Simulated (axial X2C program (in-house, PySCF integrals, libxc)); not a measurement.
**A two-component session on SnO⁻: properties at the nuclei**

Wanted for SnO⁻: properties at the nuclei, at the two-component level.

Program: an in-house X2C program for linear molecules on PySCF integrals. Level of theory: two-component X2C with atomic mean-field terms, Sn dyall-acv3z, O dyall-av3z. These are calculated values, not measurements.

## Step 1: Set-up

task.json reads:

```json
{"zs": [50, 8], "q": -1, "bas": ["dyall-acv3z", "dyall-av3z"], "r0": 1.87, "levels": ["PBE0", "HF", "BHandHLYP", "LDA", "PBE50"], "nst": 3}
```

Keys: zs atomic numbers; q charge; bas basis sets; r0 starting distance in Å; levels methods (HF also brings MP2); nst determinants followed.

On the command line:

```
$ python soeom.py task.json out
```

Further steps of the session: Expectation values, lowest determinant; Expectation values, a higher determinant; Expectation values, a higher determinant.

Q: Predict the outcome of this session. Wanted: lowest determinant; Eeff magnitude; Ws magnitude Sn; A∥/gI Sn; qzz Sn; higher determinant (for each run or level that gives them).

As calculated:

```
                                        quantity                                                  value
                              lowest determinant                Ω = 1/2 (excess of +ω over −ω: ω = 1/2)
                    Eeff magnitude (GV/cm), PBE0                                                  0.287
                     Ws magnitude Sn (kHz), PBE0                                                  0.569
                            A∥/gI Sn (MHz), PBE0                                                   1510
                             qzz Sn (a.u.), PBE0                                                  -4.50
                              higher determinant                Ω = 3/2 (excess of +ω over −ω: ω = 3/2)
Eeff magnitude (GV/cm), PBE0, higher determinant                                                  0.907
 Ws magnitude Sn (kHz), PBE0, higher determinant                                                  0.409
        A∥/gI Sn (MHz), PBE0, higher determinant                                                     39
         qzz Sn (a.u.), PBE0, higher determinant                                                  -4.88
                              higher determinant  Ω = 5/2 (excess of +ω over −ω: ω = -1/2, 2 × ω = 3/2)
Eeff magnitude (GV/cm), PBE0, higher determinant                                                  0.872
 Ws magnitude Sn (kHz), PBE0, higher determinant                                                  0.233
        A∥/gI Sn (MHz), PBE0, higher determinant                                                   -270
         qzz Sn (a.u.), PBE0, higher determinant                                                  -1.18
```

What this shows: In the first state, the effective field runs from 0.023 to 1.09 GV/cm over the mean-field levels, so the levels don't agree on it. The expectation values come from single determinants, which for open shells can mix terms of unlike spin or miss the lowest Ω, so a determinant need not be a state. Eeff is the effective electric field on the electron dipole moment in this Ω state and Ws the scalar–pseudoscalar constant (defined with the proton number Z and per Ω); A∥ is the parallel hyperfine constant, which follows by multiplying with the nuclear g factor gI = μI/(I μN); qzz is the electric field gradient, eQq0 = 234.96 MHz × Q/barn × qzz. The operators were transformed with the bare-nucleus X2C matrices.
